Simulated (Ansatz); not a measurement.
TlPt:

```xyz
6
Lattice="5.6050 0.0000 0.0000 -2.8025 4.8541 0.0000 0.0000 0.0000 4.6390" Properties=species:S:1:pos:R:3 pbc="T T T"
Tl   -1.4013    2.4270    0.0000
Tl    1.4013    2.4270    0.0000
Tl    2.8025    0.0000    0.0000
Pt    2.8025    1.6180    2.3195
Pt    0.0000    3.2360    2.3195
Pt    0.0000    0.0000    0.0000
```

```yaml
Program: Ansatz 0.2.0
Task: relaxation of cell and atoms
Functional: PBE
Potentials_or_basis: Ansatz PAW earlier set
Cutoff: "570 eV (not typed: the program's choice for these potentials)"
k_mesh: 6 × 6 × 6
Occupations: fermi-dirac, width 0.05 eV
Spin: no spin polarisation
```

At the start: volume 21.04 Å³/atom.

**Question.** How do energy, volume and symmetry change on relaxing?

**Answer.** It ends after 16 steps and the volume is 25.34 Å³/atom (+20.5 %); space group P6/mmm (No. 191, to 0.05 Å).

The path:
| step | energy change (eV) | largest force (eV/Å) | volume (Å³) |
| --- | --- | --- | --- |
| 1 | 0.0000 | 0.0000 | 126.21 |
| 2 | -0.8120 | 0.0000 | 139.96 |
| 3 | -1.0434 | 0.0000 | 142.43 |
| 4 | -1.2631 | 0.0000 | 143.51 |
| 5 | -1.3239 | 0.0000 | 144.10 |
| 6 | -1.3243 | 0.0000 | 146.85 |
| 7 | -1.3272 | 0.0000 | 145.52 |
| 8 | -1.3827 | 0.0000 | 145.52 |
| 9 | -1.4030 | 0.0000 | 147.55 |
| 10 | -1.4187 | 0.0000 | 149.55 |
| 11 | -1.4322 | 0.0000 | 151.55 |
| 12 | -1.4338 | 0.0000 | 151.88 |
| 13 | -1.4341 | 0.0000 | 151.85 |
| 14 | -1.4361 | 0.0000 | 151.85 |
| 15 | -1.4362 | 0.0000 | 152.05 |
| 16 | -1.4362 | 0.0000 | 152.05 |

Final structure:
```
Tl Pt
1.0
     6.74810    0.00000    0.00000
    -3.37405    5.84403    0.00000
     0.00000    0.00000    3.85553
Tl Pt
3 3
Direct
  0.00000 0.50000 0.00000
  0.50000 0.50000 0.00000
  0.50000 0.00000 0.00000
  0.66667 0.33333 0.50000
  0.33333 0.66667 0.50000
  0.00000 0.00000 0.00000
```

Caveat: the volume moved by over 15 % at a fixed basis, so the end points are rough; the plane-wave basis is chosen anew once the cell has moved, so the energies of steps on either side of that aren't comparable.
